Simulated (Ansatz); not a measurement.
# Cd: the cost of one run

Method: DFT PBEsol, scalar-relativistic, plane waves, PAW, in Ansatz 0.2.0.

### 1 The system as given

Symmetry: Im-3m, No. 229, cubic system. The conventional cell has a = 3.569 Å, b = 3.569 Å, c = 3.569 Å, α = 90.00°, β = 90.00°, γ = 90.00°. Cd (site symmetry m-3m) has 8 Cd at 3.09 Å as nearest neighbours.

Structure file:

```
Cd
1.0
    -1.78432    1.78432    1.78432
     1.78432   -1.78432    1.78432
     1.78432    1.78432   -1.78432
Cd
1
Direct
  0.00000 0.00000 0.00000
```

The structure comes from the Materials Project (structure only).

### 2 A distortion of lower symmetry

What differs from the listed cell: strain xx, yy, zz, yz, xz, xy = +4.5, +4.5, +4.5, -2.0, -2.0, -2.0 %.

Input file input.yaml:

```yaml
crystal:
  lattice:
    - [-1.9357930946, 1.8644202146, 1.8644202146]
    - [1.8644202146, -1.9357930946, 1.8644202146]
    - [1.8644202146, 1.8644202146, -1.9357930946]
  atoms:
    - { symbol: Cd, position: [0.0, 0.0, 0.0] }
basis:
  ecutwfc: 420
kpoints:
  mp_grid: { grid: [15, 15, 15] }
hamiltonian:
  xc: pbesol
scf:
  occupations: { method: gaussian, width: 0.1 }
output:
  forces: true
  stress: true
  eigenvalues: true
```

The run is started by

```
$ ansatz run input.yaml --threads 1 --pin off --max-ram 1331MiB --backend cpu --events-out ev --progress --plain --runs-dir out
```

**Question.** How long does this run take on 1 thread of an x86-64 CPU, shared host, and how much memory does it need?

About 16 s, with a peak of 0.41 GiB.
